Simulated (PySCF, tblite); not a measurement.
**C₃H₅Cl₂GaS: geometry, infrared bands and NMR shifts**

Wanted: the infrared bands and NMR shifts of C₃H₅Cl₂GaS (`CS/C=[CH]/[Ga]([Cl])[Cl]`), by calculation.

Computed with tblite 0.8.0 and PySCF 2.14.0, with density-fitted response routines of our own, on a single molecule in the gas phase. Atoms count from 0, in the outputs and in this text.

## 1. The molecule as given

12 atoms, charge 0, multiplicity 1; geometry from: force field or distance geometry start.

Bonds of the start (Å): C0–S1 1.83, S1–C2 1.83, C2–C3 1.35, C3–Ga4 2.09, Ga4–Cl5 2.39, Ga4–Cl6 2.05, C0–H7 1.12, C0–H8 1.12, C0–H9 1.11, C2–H10 1.08, C3–H11 1.09.

## 2. Optimising the geometry with GFN2-xTB

What the job is given:

```
{"job": {"kind": "relax", "xc": "GFN2-xTB", "basis": "xTB"}, "charge": 0, "multiplicity": 1}
C     -2.485700    -0.070300     0.514900
S     -1.679700    -0.587700    -1.044300
C      0.112300    -0.753700    -0.734100
C      0.825100     0.382600    -0.575100
Ga     2.871500     0.136700    -0.219400
Cl     3.261600     2.457200     0.195100
Cl     4.118100    -1.275100     0.591200
H     -1.785900    -0.403200     1.326900
H     -2.549700     1.041000     0.597600
H     -3.500200    -0.503100     0.645500
H      0.574000    -1.730200    -0.699400
H      0.239700     1.305200    -0.625000
```

Started as:

```bash
$ OMP_NUM_THREADS=1 python probes_run.py task.json out
```

The driver reads the jobs from task.json and runs them one after another.

What it wrote:

```text
step      E/eV     max force
  0    -613.98395    2.780
  1    -614.21346    2.184
  2    -614.44809    1.177
  3    -614.57157    0.938
  4    -614.62138    0.862
  5    -614.68829    0.630
  6    -614.72843    0.769
  7    -614.76554    0.457
  8    -614.78264    0.328
  9    -614.79262    0.278
 10    -614.79979    0.288
 11    -614.80798    0.308
 12    -614.81507    0.292
 13    -614.82310    0.256
 14    -614.83172    0.262
 15    -614.84000    0.276
 16    -614.84764    0.394
 17    -614.85642    0.419
 18    -614.86644    0.323
 19    -614.87555    0.226
 20    -614.88341    0.247
 21    -614.89265    0.242
 22    -614.90471    0.316
 23    -614.91654    0.345
 24    -614.92589    0.285
 25    -614.93414    0.273
 26    -614.94309    0.268
 27    -614.95474    0.351
 28    -614.96764    0.357
 29    -614.97832    0.295
 30    -614.98701    0.330
 31    -614.99616    0.436
 32    -615.00946    0.361
 33    -615.02937    0.306
 34    -615.03473    0.199
 35    -615.03833    0.198
 36    -615.04142    0.166
 37    -615.04466    0.158
 38    -615.04728    0.137
 39    -615.04959    0.162
 40    -615.05234    0.172
 41    -615.05650    0.159
 42    -615.06279    0.185
 43    -615.06869    0.177
 44    -615.07299    0.153
 45    -615.07648    0.175
 46    -615.08068    0.214
 47    -615.08571    0.240
 48    -615.09095    0.177
 49    -615.09471    0.129
 50    -615.09750    0.158
 51    -615.10032    0.181
 52    -615.10413    0.188
 53    -615.10764    0.172
 54    -615.11065    0.175
 55    -615.11309    0.136
 56    -615.11538    0.102
 57    -615.11744    0.118
 58    -615.11927    0.156
 59    -615.12108    0.149
 60    -615.12328    0.121
 61    -615.12579    0.126
 62    -615.12842    0.135
 63    -615.13075    0.114
 64    -615.13264    0.105
 65    -615.13411    0.105
 66    -615.13560    0.114
 67    -615.13737    0.118
 68    -615.13919    0.107
 69    -615.14061    0.080
 70    -615.14141    0.066
 71    -615.14189    0.059
 72    -615.14240    0.069
 73    -615.14303    0.068
 74    -615.14366    0.062
 75    -615.14420    0.065
 76    -615.14470    0.060
 77    -615.14527    0.077
 78    -615.14617    0.067
 79    -615.14760    0.073
 80    -615.14959    0.097
 81    -615.15163    0.098
 82    -615.15283    0.195
 83    -615.15453    0.085
 84    -615.15531    0.117
 85    -615.15651    0.076
 86    -615.15734    0.044
 87    -615.15786    0.051
 88    -615.15823    0.046
 89    -615.15849    0.029
 90    -615.15864    0.028
 91    -615.15873    0.025
 92    -615.15879    0.020
 93    -615.15886    0.019
 94    -615.15894    0.017
 95    -615.15902    0.014
 96    -615.15907    0.013
 97    -615.15909    0.012
 98    -615.15910    0.010
 99    -615.15911    0.008
```

Run time: 0.69 s. Hardware: 1 thread of Arm Neoverse V2, shared host; peak memory 0.18 GiB.

Along the way: (not every step is listed)

| step | energy from step 0 (eV) | largest force (eV/Å) |
| --- | --- | --- |
| 0 | 0.0000 | 2.7805 |
| 1 | -0.2295 | 2.1845 |
| 2 | -0.4641 | 1.1771 |
| 3 | -0.5876 | 0.9379 |
| 4 | -0.6374 | 0.8620 |
| 5 | -0.7043 | 0.6299 |
| 6 | -0.7445 | 0.7685 |
| 7 | -0.7816 | 0.4566 |
| 8 | -0.7987 | 0.3282 |
| 16 | -0.8637 | 0.3939 |
| 24 | -0.9419 | 0.2852 |
| 32 | -1.0255 | 0.3608 |
| 40 | -1.0684 | 0.1715 |
| 48 | -1.1070 | 0.1768 |
| 56 | -1.1314 | 0.1022 |
| 64 | -1.1487 | 0.1053 |
| 72 | -1.1584 | 0.0690 |
| 80 | -1.1656 | 0.0967 |
| 88 | -1.1743 | 0.0458 |
| 94 | -1.1750 | 0.0171 |
| 95 | -1.1751 | 0.0140 |
| 96 | -1.1751 | 0.0135 |
| 97 | -1.1751 | 0.0117 |
| 98 | -1.1751 | 0.0099 |
| 99 | -1.1752 | 0.0075 |

Close pairs (by a distance rule), those that changed most:

| bond | before (Å) | after (Å) | change (Å) |
| --- | --- | --- | --- |
| Ga4–Cl5 | 2.389 | 2.097 | -0.292 |
| S1–C2 | 1.826 | 1.739 | -0.087 |
| C3–Ga4 | 2.092 | 2.009 | -0.082 |
| Ga4–Cl6 | 2.050 | 2.098 | +0.047 |
| C0–H7 | 1.122 | 1.086 | -0.036 |
| C0–H8 | 1.116 | 1.086 | -0.030 |
| C0–H9 | 1.111 | 1.085 | -0.026 |
| C2–C3 | 1.351 | 1.334 | -0.017 |

The final coordinates are the input of the step that follows.

## 3. Infrared spectrum with GFN2-xTB

What the job is given:

```
{"job": {"kind": "ir", "xc": "GFN2-xTB", "basis": "xTB"}, "charge": 0, "multiplicity": 1}
C     -2.397034     0.056064     0.271732
S     -1.541007    -1.402972    -0.385191
C      0.130602    -0.922317    -0.373573
C      0.653179     0.241194     0.017579
Ga     2.643776     0.495008    -0.087762
Cl     3.572076     2.278671     0.509115
Cl     3.873203    -1.043279    -0.810097
H     -2.048560     0.261387     1.279726
H     -2.228772     0.905594    -0.384008
H     -3.452271    -0.196374     0.288748
H      0.751860    -1.728615    -0.746326
H      0.044147     1.054954     0.394029
```

What it wrote:

```text
mode    cm-1     km/mol
  1      43.2      1.85
  2      43.4      1.60
  3      61.5      1.03
  4     102.6      8.63
  5     151.8      4.26
  6     161.1      3.79
  7     186.6     13.88
  8     202.7      0.35
  9     222.6      1.23
 10     319.6      3.91
 11     361.9     48.71
 12     386.3     64.60
 13     613.4     56.59
 14     614.9     12.83
 15     721.3     20.90
 16     779.1     37.82
 17     936.4      5.53
 18     947.9     11.75
 19     948.2     11.03
 20    1097.6     37.69
 21    1228.5      1.26
 22    1310.8      0.05
 23    1444.7     12.23
 24    1446.9      8.57
 25    1538.3    209.83
 26    3007.2     23.40
 27    3017.9      1.99
 28    3027.2      1.99
 29    3035.5      5.27
 30    3064.4      0.85
```

Wall time 0.39 s (1 thread of Arm Neoverse V2, shared host); peak memory 0.18 GiB.

The strongest bands and the atoms that carry them (share of the mass-weighted mode):

| cm⁻¹ | km/mol | atoms |
| --- | --- | --- |
| 362 | 48.7 | Cl6 26 %, Ga4 26 %, Cl5 17 %, S1 14 % |
| 386 | 64.6 | Ga4 43 %, Cl5 32 %, Cl6 24 % |
| 613 | 56.6 | C3 62 %, H11 16 % |
| 721 | 20.9 | C0 51 %, S1 26 % |
| 779 | 37.8 | C2 50 %, S1 31 % |
| 1098 | 37.7 | H11 70 %, H10 14 % |
| 1538 | 209.8 | C2 51 %, C3 45 % |
| 3007 | 23.4 | H11 92 % |

## 4. Shielding tensors: PBE0/pcSseg-1

The job, as its differences from that of step 3:

```diff
@@ -1,2 +1,2 @@
-{"job": {"kind": "ir", "xc": "GFN2-xTB", "basis": "xTB"}, "charge": 0, "multiplicity": 1}
+{"job": {"kind": "nmr", "xc": "PBE0", "basis": "pcSseg-1"}, "charge": 0, "multiplicity": 1}
 C     -2.397034     0.056064     0.271732
```

With the program's defaults for keys left out, this is: GIAO PBE0/pcSseg-1 NMR shielding, non-relativistic, gas phase.

What it wrote:

```text
coarse grid: 54264 points
cycle   1  E = -3359.6372873766  dE =  1.558e-01  |g| = 1.086e+00  |ddm| = 3.517e+00
cycle   2  E = -3359.5287415374  dE =  1.085e-01  |g| = 1.379e+00  |ddm| = 1.555e+00
cycle   3  E = -3359.7635280458  dE = -2.348e-01  |g| = 8.529e-02  |ddm| = 1.027e+00
cycle   4  E = -3359.7648074818  dE = -1.279e-03  |g| = 2.864e-02  |ddm| = 1.186e-01
cycle   5  E = -3359.7650028563  dE = -1.954e-04  |g| = 1.061e-02  |ddm| = 3.577e-02
cycle   6  E = -3359.7650308553  dE = -2.800e-05  |g| = 2.931e-03  |ddm| = 1.186e-02
cycle   7  E = -3359.7650329180  dE = -2.063e-06  |g| = 7.620e-04  |ddm| = 3.007e-03
final grid: 109016 points
cycle   8  E = -3359.7650759956  dE =  1.750e-07  |g| = 1.136e-03  |ddm| = 2.055e-03
cycle   9  E = -3359.7650753431  dE =  6.525e-07  |g| = 1.880e-03  |ddm| = 3.149e-03
cycle  10  E = -3359.7650763592  dE = -1.016e-06  |g| = 1.426e-04  |ddm| = 2.053e-03
cycle  11  E = -3359.7650763643  dE = -5.156e-09  |g| = 3.309e-05  |ddm| = 1.615e-04
cycle  12  E = -3359.7650763646  dE = -2.346e-10  |g| = 3.504e-06  |ddm| = 2.701e-05
converged SCF energy = -3359.7650763646

GIAO shielding tensors (ppm)
atom      isotropic    diamagn.    paramagn.     s11        s22        s33       span
  0 C      169.428     252.263     -82.836    158.838    166.766    182.679     23.841
  1 S      436.206    1056.037    -619.831    227.661    440.900    640.056    412.394
  2 C       24.985     258.733    -233.748    -95.257     25.409    144.802    240.059
  3 C       63.443     258.227    -194.785    -25.800     53.581    162.546    188.346
  4 Ga    1334.884    2639.239   -1304.355   1147.063   1408.196   1449.394    302.331
  5 Cl     885.791    1147.881    -262.090    716.424    939.469   1001.480    285.057
  6 Cl     911.252    1148.194    -236.942    714.332   1009.562   1009.861    295.530
  7 H       29.478      31.087      -1.610     25.011     27.301     36.121     11.110
  8 H       29.464      31.062      -1.599     24.996     27.276     36.120     11.124
  9 H       29.450      28.278       1.171     24.437     26.549     37.362     12.925
 10 H       24.311      31.605      -7.295     19.447     22.491     30.994     11.548
 11 H       25.850      33.980      -8.130     22.307     22.876     32.365     10.058
```

It took 32 s on 1 thread of Arm Neoverse V2, shared host; peak memory 0.89 GiB.

Shifts follow as δ = σ(reference) − σ, with reference shieldings (ppm) from runs at the same level and on the same kind of geometry: ¹H TMS 31.72, ¹³C TMS 186.9, ³³S CS2 504, ³⁵Cl HCl 950. The references are single molecules in the gas phase. Atoms listed in one row are averaged.

| atoms | environment | σ (ppm) | δ (ppm) |
| --- | --- | --- | --- |
| C2 | alkene CH | 25.0 | 161.9 |
| C3 | alkene CH | 63.4 | 123.5 |
| C0 | methyl carbon bonded to S | 169.4 | 17.5 |
| H10 | hydrogen on an alkene CH | 24.31 | 7.41 |
| H11 | hydrogen on an alkene CH | 25.85 | 5.87 |
| H7, H8, H9 | hydrogen on a methyl carbon bonded to S | 29.46 | 2.25 |
| S1 | sulfide sulfur | 436 | 68 |
| Ga4 | Ga bonded to C, 2 Cl | 1335 | – |
| Cl5, Cl6 | chlorine bonded to Ga | 899 | 51 |

The run also stored atomic charges by several schemes (e):

| atoms | Mulliken | IAO | Hirshfeld | ESP fit |
| --- | --- | --- | --- | --- |
| C0 | -0.41 | -0.51 | -0.11 | -0.46 |
| S1 | 0.09 | 0.21 | 0.05 | -0.06 |
| C2 | -0.23 | -0.22 | -0.06 | -0.18 |
| C3 | -0.50 | -0.48 | -0.20 | -0.28 |
| Ga4 | 1.00 | 0.77 | 0.45 | 0.59 |
| Cl5, Cl6 | -0.37 | -0.30 | -0.19 | -0.26 |

Mayer bond orders: C0–S1 1.01, S1–C2 1.12, C2–C3 1.71, C3–Ga4 0.88, Ga4–Cl5 0.97, Ga4–Cl6 0.96.

## 5. What came out

| quantity | value |
| --- | --- |
| strongest single infrared mode (GFN2-xTB) | 1538 cm⁻¹, 210 km/mol |
| zero-point energy (GFN2-xTB) | 44.4 kcal/mol |
| ¹³C shifts against TMS (PBE0/pcSseg-1) | 161.9, 123.5, 17.5 ppm |
| ¹H shifts against TMS (PBE0/pcSseg-1, means over atoms taken as alike) | 7.41, 5.87, 2.25 ppm |
| ³³S shifts against CS2 (PBE0/pcSseg-1) | 68 ppm |
| ³⁵Cl shifts against HCl (PBE0/pcSseg-1, means over atoms taken as alike) | 51 ppm |
| shieldings of Ga (PBE0/pcSseg-1) | Ga4 1334.9 ppm |

What this shows: The optimisation took 99 steps and gained 1.175 eV; among the close pairs (by a distance rule), Ga4–Cl5 changed most, from 2.389 to 2.097 Å. All 30 modes are real, so the xTB geometry is a minimum. The strongest single mode, at 1538 cm⁻¹, moves mainly C2 and C3. Unscaled tight-binding wavenumbers are off by several per cent, some by more. Its intensities can rank the bands wrongly. At PBE0/pcSseg-1: The widest tensor belongs to S1: span 412 ppm, with a paramagnetic part of -620 ppm. Spin-orbit coupling is left out, which matters for shieldings and couplings at and beside the heavy atoms.
